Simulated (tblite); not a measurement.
# CH11BO2Si2: the cost of one run

Programs: tblite 0.8.0 and PySCF 2.14.0, with density-fitted response routines of our own. Each step states its level of theory. These are calculated values for one molecule in the gas phase, unless marked as measured. Atoms are numbered from 0 throughout.

## Step 1: The starting structure

17 atoms, charge 0, multiplicity 1; geometry from: force field or distance geometry start.

Bonds of the start (Å): C0–O1 1.40, O1–Si2 1.68, O1–B3 1.47, B3–O4 1.44, O4–Si5 1.71, C0–H6 1.12, C0–H7 1.11, C0–H8 1.10, Si2–H9 1.48, Si2–H10 1.47, Si2–H11 1.49, B3–H12 1.21, B3–H13 1.19, Si5–H14 1.48, Si5–H15 1.44, Si5–H16 1.48.

## Step 2: Optimising the geometry with GFN2-xTB

What the job is given:

```
{"job": {"kind": "relax", "xc": "GFN2-xTB", "basis": "xTB"}, "charge": 0, "multiplicity": 1}
C     -1.595700    -1.335500    -0.083000
O     -0.847700    -0.324900     0.533900
Si    -1.708700     1.112300     0.445600
B      0.411600    -0.328300    -0.221600
O      1.186000     0.882300    -0.101500
Si     2.824400     0.562200    -0.484200
H     -2.020500    -0.851900    -0.996900
H     -0.865900    -2.135000    -0.332800
H     -2.354300    -1.758900     0.590600
H     -1.578400     1.901300     1.691100
H     -1.377700     1.948600    -0.713600
H     -3.153300     0.767400     0.286100
H      1.053000    -1.227500     0.274500
H      0.184200    -0.628000    -1.351700
H      3.297400    -0.666200     0.182700
H      2.949200     0.361800    -1.908400
H      3.589400     1.732400     0.012700
```

Launch:

```sh
> OMP_NUM_THREADS=1 python probes_run.py task.json out
```

The driver reads the jobs from task.json and runs them one after another.

**Question.** How long does this first job take on 1 thread of Intel Xeon at 2.50GHz, shared host, and how much memory does it need?

About 3.5 s, with a peak of 0.18 GiB.
